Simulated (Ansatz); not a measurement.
# C6H3N: the cost of one run

Program: Ansatz 0.2.0 through its Python package. Level of theory: B3LYP/def2-SVP. These are calculated values, not measurements.

## Step 1: The system

Bond lengths: C1–C2 1.298 Å, C2–C3 1.298 Å, C3–C4 1.417 Å, C4–C5 1.201 Å, C5–C6 1.541 Å, C6–N7 1.160 Å, C1–H8 1.084 Å, C1–H9 1.084 Å, C3–H10 1.084 Å. Angles: C1–C2–C3 179.9°, C2–C1–H8 120.7°, C2–C1–H9 120.7°, H8–C1–H9 118.6°, C2–C3–C4 118.8°, C2–C3–H10 121.1°, C4–C3–H10 120.2°, C3–C4–C5 180.0°, C4–C5–C6 179.9°, C5–C6–N7 179.8°.

The script holds or builds the structure itself.

## Step 2: Script

opt.py

```python
import itertools

import ansatz as az
from ase.data import atomic_numbers, covalent_radii
import numpy as np

geometry_ang = [
    ("C", (-2.3367, 0.9539, -0.2037)),
    ("C", (-1.4646, 0.0478, 0.1194)),
    ("C", (-0.595, -0.8602, 0.4436)),
    ("C", (0.7775, -0.6079, 0.1983)),
    ("C", (1.9409, -0.3947, -0.0094)),
    ("C", (3.4332, -0.1179, -0.2772)),
    ("N", (4.5574, 0.0874, -0.4775)),
    ("H", (-2.6271, 1.7206, 0.5056)),
    ("H", (-2.7805, 0.9673, -1.1928)),
    ("H", (-0.905, -1.7962, 0.8937)),
]
system = az.Crystal.molecule()
for symbol, xyz in geometry_ang:
    system = system.atom(symbol, xyz)

calc = (
    system.calculation()
    .basis(gaussian="def2-SVP")
    .functional("b3lyp")
)
symbols = [site.symbol for site in system.cartesian_sites]
start = np.array([site.position_ang for site in system.cartesian_sites], dtype=float)
summary = calc.relax(force_tolerance=0.02).run(threads=1, backend="cpu").report
end = np.array(summary["positions_ang"])

print("reference energy %16.6f eV" % summary["reference_energy_ev"])
print("total energy     %16.6f eV" % summary["free_energy_ev"])
print("occupied orbitals outside the frozen core (up, down):", summary["n_occupied"], " frozen:", summary["n_frozen"], " virtual:", summary["n_virtual"])

radius = [covalent_radii[atomic_numbers[s]] for s in symbols]
span = lambda where, i, j: np.linalg.norm(where[i] - where[j])
bonded = [(i, j) for i, j in itertools.combinations(range(len(symbols)), 2) if min(span(start, i, j), span(end, i, j)) < 1.2 * (radius[i] + radius[j])]
print("pair        before    after (A)")
for i, j in bonded:
    print(f"{symbols[i]}{i}-{symbols[j]}{j}".ljust(10), f"{span(start, i, j):8.4f} {span(end, i, j):8.4f}")
with open("c6h3n_opt.xyz", "w") as handle:
    handle.write(f"{len(symbols)}\nrelaxed C6H3N\n")
    handle.writelines(f"{s:2s} {x:11.6f} {y:11.6f} {z:11.6f}\n" for s, (x, y, z) in zip(symbols, end))
```

## Step 3: What the engine is handed

The engine receives this input:

```yaml
crystal:
  periodic: [false, false, false]
  atoms:
    - { symbol: C, position_ang: [-2.3367, 0.9539, -0.2037] }
    - { symbol: C, position_ang: [-1.4646, 0.0478, 0.1194] }
    - { symbol: C, position_ang: [-0.595, -0.8602, 0.4436] }
    - { symbol: C, position_ang: [0.7775, -0.6079, 0.1983] }
    - { symbol: C, position_ang: [1.9409, -0.3947, -0.0094] }
    - { symbol: C, position_ang: [3.4332, -0.1179, -0.2772] }
    - { symbol: "N", position_ang: [4.5574, 0.0874, -0.4775] }
    - { symbol: H, position_ang: [-2.6271, 1.7206, 0.5056] }
    - { symbol: H, position_ang: [-2.7805, 0.9673, -1.1928] }
    - { symbol: H, position_ang: [-0.905, -1.7962, 0.8937] }
basis:
  gaussian:
    orbitals: def2-SVP
hamiltonian:
  xc: b3lyp
relax:
  f_tol: 0.02
```

## Step 4: Launch

Command:

```console
$ python opt.py
```

What time and memory should one allow on 1 thread of Intel Xeon 6975P-C (Granite Rapids), shared host?

About 33 s, with a peak of 0.33 GiB.
